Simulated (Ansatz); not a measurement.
# BF2H3OS: the cost of one run

Program: Ansatz 0.2.0, Gaussian basis. Level of theory: PBE0-D4, def2-SVP first, then def2-TZVP. These are calculated values, not measurements.

152 further runs of the same task are left out: 152 set aside as unsound or not needed.

## (1) Starting geometry

The guess: 8 atoms, charge 0, spin multiplicity 1.

Atoms are counted from 1 here; the program's logs count them from 0.

Bond lengths: B1–S2 2.033 Å, B1–F3 1.336 Å, B1–F4 1.341 Å, B1–O6 1.557 Å, S2–H7 1.329 Å, H5–O6 1.235 Å, O6–H8 0.965 Å. Angles: S2–B1–F3 112.8°, S2–B1–F4 113.2°, S2–B1–O6 90.8°, F3–B1–F4 115.0°, F3–B1–O6 111.7°, F4–B1–O6 110.8°, B1–S2–H7 94.3°, B1–O6–H5 85.2°, B1–O6–H8 114.0°, H5–O6–H8 118.0°.

Coordinates:

| atom | x (Å) | y (Å) | z (Å) |
| --- | --- | --- | --- |
| B1 | -0.53820 | 0.38090 | -0.21770 |
| S2 | 1.46190 | 0.46720 | -0.57080 |
| F3 | -1.23130 | -0.07040 | -1.26730 |
| F4 | -1.02410 | 1.49620 | 0.34560 |
| H5 | 0.88010 | -0.55890 | 0.63700 |
| O6 | -0.32400 | -0.73050 | 0.85130 |
| H7 | 1.44020 | -0.47920 | -1.50330 |
| H8 | -0.66460 | -0.50530 | 1.72530 |

Distances that are to change: B1–O6 1.56 Å, S2–H5 1.69 Å, B1–S2 2.03 Å, H5–O6 1.24 Å.

## (2) Relaxing the guess with the reacting distances held

File hold/in.yaml:

```yaml
crystal:
  periodic: [false, false, false]
  atoms:
    - {symbol: B, position_ang: [-0.538200, 0.380900, -0.217700]}
    - {symbol: S, position_ang: [1.461900, 0.467200, -0.570800]}
    - {symbol: F, position_ang: [-1.231300, -0.070400, -1.267300]}
    - {symbol: F, position_ang: [-1.024100, 1.496200, 0.345600]}
    - {symbol: H, position_ang: [0.880100, -0.558900, 0.637000]}
    - {symbol: O, position_ang: [-0.324000, -0.730500, 0.851300]}
    - {symbol: H, position_ang: [1.440200, -0.479200, -1.503300]}
    - {symbol: H, position_ang: [-0.664600, -0.505300, 1.725300]}
basis:
  gaussian: {orbitals: def2-SVP}
hamiltonian: {xc: pbe0, dispersion: d4}
relax: {f_tol: 0.04, max_steps: 150, escape_saddle: false, constraints: [{distance: [0, 5]}, {distance: [1, 4]}, {distance: [0, 1]}, {distance: [4, 5]}]}
```

Started as:

```console
$ ansatz run in.yaml --threads 4 --pin off --events-out ev --progress --plain --max-ram 9574MiB
```

**Question.** How long does this run take on 4 threads of Arm Neoverse V1, shared host?

About 8.5 s.
